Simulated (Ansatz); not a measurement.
**C₃H₉Sc: how energies converge with the basis set**

The task here is to estimate one member of a computed series from the others.

Method: one geometry, several basis sets; program: Ansatz 0.2.0, Gaussian basis.

Levels to be run: PBE0-D4/def2-SVP; ωB97M-V/def2-SVP; PBE0-D4/def2-QZVPP; ωB97M-V/def2-QZVPP; the functionals' def2-TZVPP values are taken from earlier runs.

**Structure used throughout**

All runs share one geometry, relaxed beforehand with PBE0-D4 in a triple-zeta def2 set.

SMILES `[CH3][Sc]([CH3])[CH3]`, 13 atoms, charge 0, spin multiplicity 1.

Atoms are counted from 1 here; the program's logs count them from 0.

Bond lengths: C1–Sc2 2.185 Å, C1–H5 1.100 Å, C1–H6 1.098 Å, C1–H7 1.098 Å, Sc2–C3 2.185 Å, Sc2–C4 2.185 Å, C3–H8 1.098 Å, C3–H9 1.098 Å, C3–H10 1.100 Å, C4–H11 1.100 Å, C4–H12 1.098 Å, C4–H13 1.098 Å. Angles: Sc2–C1–H5 112.6°, Sc2–C1–H6 111.3°, Sc2–C1–H7 112.4°, H5–C1–H6 106.2°, H5–C1–H7 106.7°, H6–C1–H7 107.3°, C1–Sc2–C3 117.5°, C1–Sc2–C4 117.6°, C3–Sc2–C4 117.6°, Sc2–C3–H8 111.5°, Sc2–C3–H9 112.2°, Sc2–C3–H10 112.5°, H8–C3–H9 107.3°, H8–C3–H10 106.3°, H9–C3–H10 106.6°, Sc2–C4–H11 112.6°, Sc2–C4–H12 111.5°, Sc2–C4–H13 112.1° and more.

Set-up of the first run:

Input file in.yaml:

```yaml
crystal:
  periodic: [false, false, false]
  atoms:
    - {symbol: C, position_ang: [-0.750274, 1.920296, -0.635396]}
    - {symbol: Sc, position_ang: [0.240824, 0.008176, -0.269330]}
    - {symbol: C, position_ang: [1.613420, -0.107905, 1.426152]}
    - {symbol: C, position_ang: [-0.827895, -1.811787, -0.832914]}
    - {symbol: H, position_ang: [-0.205994, 2.546922, -1.357154]}
    - {symbol: H, position_ang: [-0.827676, 2.511816, 0.286768]}
    - {symbol: H, position_ang: [-1.766944, 1.795428, -1.029929]}
    - {symbol: H, position_ang: [1.382121, -0.963464, 2.074434]}
    - {symbol: H, position_ang: [1.578268, 0.794466, 2.050096]}
    - {symbol: H, position_ang: [2.660498, -0.232342, 1.113263]}
    - {symbol: H, position_ang: [-0.506359, -2.206000, -1.808000]}
    - {symbol: H, position_ang: [-1.908683, -1.635677, -0.913285]}
    - {symbol: H, position_ang: [-0.681306, -2.619939, -0.104716]}
basis:
  gaussian: {orbitals: def2-SVP}
hamiltonian: {xc: pbe0, dispersion: d4}
output: {orbitals: {seedname: orbitals}}
```

Launch:

```
$ ansatz run in.yaml --threads 4 --pin off --events-out ev --progress --plain --max-ram 10444MiB
```

Among the steps run: PBE0-D4 in def2-SVP; ωB97M-V in def2-SVP; PBE0-D4 in def2-QZVPP; ωB97M-V in def2-QZVPP.

One table of the session follows, with a row left open; its other results are not shown here.

It belongs to the step «Density functionals: the series». 

| functional | basis | HOMO (eV) | LUMO (eV) |
| --- | --- | --- | --- |
| PBE0-D4 | def2-SVP | ? | ? |
| PBE0-D4 | def2-TZVPP | -6.69 | -1.77 |
| PBE0-D4 | def2-QZVPP | -6.71 | -1.78 |
| ωB97M-V | def2-SVP | -8.99 | -0.25 |
| ωB97M-V | def2-TZVPP | -9.03 | -0.36 |
| ωB97M-V | def2-QZVPP | -9.05 | -0.45 |

Estimate the missing values for PBE0-D4, def2-SVP.

As computed: HOMO (eV): -6.66; LUMO (eV): -1.70. In the column «HOMO (eV)» it is the highest.
